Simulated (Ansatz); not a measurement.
# BGe+ (singlet): from Hartree-Fock to the top rungs at distance Ge1–B2 = 2.011 Å, cc-pVDZ

How much of the correlation energy of BGe+ (singlet) does each wave-function method recover here?

The runs use Ansatz 0.2.0, Gaussian basis; cc-pVDZ, core rule «outside noble gas», up to 15 orbitals frozen.

Plan: UHF; CCSD(T) on RHF; CCSD(T) on UHF; BCCD(T) on RHF; CISD; CCSDT(Q) on RHF; CCSDT(Q) on UHF; CCSDTQ on RHF; CASSCF and MRCISD+Q, 2 electrons in 2 orbitals; CASSCF and NEVPT2, 2 electrons in 2 orbitals; CASSCF and MRCISD+Q, 6 electrons in 8 orbitals; CASSCF and NEVPT2, 6 electrons in 8 orbitals; Full CI.

25 further runs of the same task are left out: 18 that didn't finish, 7 set aside as unsound or not needed.

## Step 1: The geometry

The geometry derives from a PBE0/def2-TZVP stationary point (not a proven minimum). One bond is set to the value named and the two fragments are kept rigid. No spin-orbit coupling is included. The filled d shell of Ge may be among the frozen orbitals whatever the setting's name suggests; the logs give the count.

2 atoms, charge 1, spin multiplicity 1.

Atoms are counted from 1 here; the program's logs count them from 0.

Bond lengths: Ge1–B2 2.011 Å.

## Step 2: UHF

Input file in.yaml:

```yaml
crystal:
  periodic: [false, false, false]
  atoms:
    - {symbol: Ge, position_ang: [0.000000, 0.000000, 0.000000]}
    - {symbol: B, position_ang: [0.000000, 0.000000, 2.011000]}
basis:
  gaussian: {orbitals: cc-pVDZ}
total_charge: 1
magnetization: {spin_polarized: true, initial_magnetization: 0}
hamiltonian: {xc: hf}
output: {orbitals: {seedname: orbitals}}
```

Started as:

```sh
ansatz run in.yaml --threads 1 --pin off --events-out ev --progress --plain --max-ram 2393MiB
```

The runs that follow: CCSD(T) on RHF; CCSD(T) on UHF; BCCD(T) on RHF; CISD; CCSDT(Q) on RHF; CCSDT(Q) on UHF; CCSDTQ on RHF; CASSCF and MRCISD+Q, 2 electrons in 2 orbitals; CASSCF and NEVPT2, 2 electrons in 2 orbitals; CASSCF and MRCISD+Q, 6 electrons in 8 orbitals; CASSCF and NEVPT2, 6 electrons in 8 orbitals; Full CI.

Q: Predict the results of all the runs planned. Wanted: FCI below the RHF energy; RMP2 from FCI; RCCSD from FCI; RCCSD(T) from FCI; RCCSDT(Q) from FCI; NEVPT2 pair from FCI; MRCISD+Q pair from FCI; T1 diagnostic; effectively unpaired electrons.

As calculated:

| quantity | value |
| --- | --- |
| FCI below the RHF energy | -4.5429 eV |
| RMP2 from FCI | +139.9 kJ/mol |
| RCCSD from FCI | +41.5 kJ/mol |
| RCCSD(T) from FCI | +16.4 kJ/mol |
| RCCSDT(Q) from FCI | +4.4 kJ/mol |
| NEVPT2 pair from FCI | +107.4 kJ/mol |
| MRCISD+Q pair from FCI | +4.2 kJ/mol |
| levels within 1 kcal/mol (43 meV) | RCCSDTQ |
| T1 diagnostic | 0.036 |
| effectively unpaired electrons | 2.24 |

In words: RCCSD(T) misses by +16.4 kJ/mol, 3.7 % of the correlation energy. With 2.2 effectively unpaired electrons against 0 the state is strongly multireference. Of the multireference levels listed MRCISD+Q pair comes nearest in total energy (+4.2 kJ/mol), which doesn't show that its space is the better one. Coupled cluster took another determinant than the lowest Hartree-Fock one. These misses are within one basis, not against nature.
